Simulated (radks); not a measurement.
**Gd³⁰⁺ in [Ar] 3d10 4s2 4p3.5 4f0.5: an all-electron calculation**

An exercise on one series of results from a longer session: the logs are not shown, and one member is left open.

The numbers are computed with radks (a radial shooting solver on a logarithmic mesh, Libxc functionals) version 1 (Dirac Kohn-Sham, PBE, spin-unpolarised, spherical densities, finite nucleus; open shells are shared between the two j in proportion to 2j + 1), except any that are marked as measured or tabulated.

## The system

| Property | Result |
| --- | --- |
| element | gadolinium (Z = 64) |
| charge | +30 |
| electrons | 34 |
| configuration | [Ar] 3d10 4s2 4p3.5 4f0.5 |
| nuclear rms radius | 5.1569 fm |

The first run:

The run's settings:

```text
Z 64
configuration [Ar] 3d10 4s2 4p3.5 4f0.5 5s0 4d0
relativity Dirac
functional pbe,pbe
spin unpolarised
j_filling average
nucleus finite rms 5.1569 fm
c 137.035999084
```

Started as:

```
python run_ks.py task.json out
```

All runs below come from this command, one after another.

One of the session's tables, all rows but one given; the rest of the session is left out.

It belongs to the step «Radial structure». From the orbitals of this run (lengths in bohr):

| level | <r> | outermost maximum (interpolated) | 90 % within | nodes |
| --- | --- | --- | --- | --- |
| 1s1/2 | 0.02191 | 0.0139 | 0.0396 | 0 |
| 2s1/2 | 0.09264 | 0.0791 | 0.144 | 1 |
| 2p1/2 | 0.07736 | 0.0598 | 0.128 | 0 |
| 2p3/2 | 0.08417 | 0.0656 | 0.137 | 0 |
| 3s1/2 | 0.2411 | 0.223 | 0.354 | 2 |
| 3p1/2 | 0.2305 | 0.210 | 0.346 | 1 |
| 3p3/2 | 0.2429 | 0.222 | 0.363 | 1 |
| 3d3/2 | 0.2144 | 0.176 | 0.333 | 0 |
| 3d5/2 | 0.2182 | 0.179 | 0.338 | 0 |
| 4s1/2 | 0.4978 | 0.486 | 0.704 | 3 |
| 4p1/2 | 0.4978 | 0.485 | 0.711 | 2 |
| 4p3/2 | 0.5164 | 0.505 | 0.736 | 2 |
| 4d3/2 | 0.5102 | 0.492 | 0.743 | 1 |
| 4d5/2 | 0.5155 | 0.498 | 0.750 | 1 |
| 4f5/2 | 0.4872 | 0.425 | 0.722 | 0 |
| 4f7/2 | ? | ? | ? | ? |
| 5s1/2 | 0.8590 | 0.882 | 1.19 | 4 |

**Question.** Estimate the row for 4f7/2.

**Answer.** <r>: 0.4893; outermost maximum (interpolated): 0.427; 90 % within: 0.724; nodes: 0. In the column «<r>» it lies between 4f5/2 (0.4872) and 4s1/2 (0.4978).
